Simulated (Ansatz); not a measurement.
# C₂H₈ClNSi: how energies converge with the basis set

One table from this session's results is given with a row withheld; the runs are named, their logs left out.

Method: one geometry, several basis sets; program: Ansatz 0.2.0, Gaussian basis.

Levels to be run: PBE0-D4/def2-SVP; ωB97M-V/def2-SVP; PBE0-D4/def2-QZVPP; ωB97M-V/def2-QZVPP; the functionals' def2-TZVPP values are taken from earlier runs.

## The geometry

All runs share one geometry, relaxed beforehand with PBE0-D4 in a triple-zeta def2 set.

SMILES `CCN[SiH2]Cl`, 13 atoms, charge 0, spin multiplicity 1.

Atoms are counted from 1 here; the program's logs count them from 0.

Bond lengths: C1–C2 1.519 Å, C1–H6 1.094 Å, C1–H7 1.093 Å, C1–H8 1.092 Å, C2–N3 1.453 Å, C2–H9 1.095 Å, C2–H10 1.096 Å, N3–Si4 1.696 Å, N3–H11 1.009 Å, Si4–Cl5 2.077 Å, Si4–H12 1.479 Å, Si4–H13 1.479 Å. Angles: C2–C1–H6 110.8°, C2–C1–H7 110.8°, C2–C1–H8 110.9°, H6–C1–H7 107.8°, H6–C1–H8 107.9°, H7–C1–H8 108.6°, C1–C2–N3 113.9°, C1–C2–H9 109.8°, C1–C2–H10 109.9°, N3–C2–H9 107.7°, N3–C2–H10 109.3°, H9–C2–H10 106.0°, C2–N3–Si4 124.5°, C2–N3–H11 113.5°, Si4–N3–H11 118.0°, N3–Si4–Cl5 115.2°, N3–Si4–H12 108.2°, N3–Si4–H13 108.8° and more.

Coordinates:

```xyz
13

C    -0.3996   -0.1575    1.7079
C     0.4201    0.6268    0.6983
N    -0.1710    0.6762   -0.6278
Si    0.2271   -0.3763   -1.8970
Cl   -0.4283   -2.3334   -1.6626
H    -1.3933    0.2831    1.8278
H     0.0859   -0.1564    2.6872
H    -0.5278   -1.1925    1.3846
H     1.4152    0.1805    0.6031
H     0.5803    1.6485    1.0610
H    -1.0767    1.1207   -0.6480
H    -0.4117    0.1261   -3.1326
H     1.7002   -0.4805   -1.9869
```

Set-up of the first run:

in.yaml

```yaml
crystal:
  periodic: [false, false, false]
  atoms:
    - {symbol: C, position_ang: [-0.399599, -0.157466, 1.707857]}
    - {symbol: C, position_ang: [0.420059, 0.626800, 0.698340]}
    - {symbol: N, position_ang: [-0.170998, 0.676160, -0.627847]}
    - {symbol: Si, position_ang: [0.227134, -0.376287, -1.896991]}
    - {symbol: Cl, position_ang: [-0.428310, -2.333361, -1.662596]}
    - {symbol: H, position_ang: [-1.393321, 0.283076, 1.827798]}
    - {symbol: H, position_ang: [0.085914, -0.156445, 2.687217]}
    - {symbol: H, position_ang: [-0.527832, -1.192459, 1.384591]}
    - {symbol: H, position_ang: [1.415220, 0.180539, 0.603076]}
    - {symbol: H, position_ang: [0.580347, 1.648536, 1.060993]}
    - {symbol: H, position_ang: [-1.076669, 1.120691, -0.647956]}
    - {symbol: H, position_ang: [-0.411698, 0.126137, -3.132588]}
    - {symbol: H, position_ang: [1.700150, -0.480522, -1.986897]}
basis:
  gaussian: {orbitals: def2-SVP}
hamiltonian: {xc: pbe0, dispersion: d4}
output: {orbitals: {seedname: orbitals}}
```

Among the steps run: PBE0-D4 in def2-SVP; ωB97M-V in def2-SVP; PBE0-D4 in def2-QZVPP; ωB97M-V in def2-QZVPP.

One table of the session follows, with a row left open; its other results are not shown here.

It belongs to the step «Functionals by basis». 

```
functional       basis  HOMO (eV)  LUMO (eV)
   PBE0-D4    def2-SVP      -7.19       1.18
   PBE0-D4  def2-TZVPP      -7.30       0.59
   PBE0-D4  def2-QZVPP      -7.33       0.32
   ωB97M-V    def2-SVP          ?          ?
   ωB97M-V  def2-TZVPP      -9.62       2.16
   ωB97M-V  def2-QZVPP      -9.65       1.58
```

**Question.** Estimate the row for ωB97M-V, def2-SVP.

The run gave: HOMO (eV): -9.49; LUMO (eV): 2.97. In the column «HOMO (eV)» it lies between ωB97M-V, def2-TZVPP (-9.62) and PBE0-D4, def2-QZVPP (-7.33).
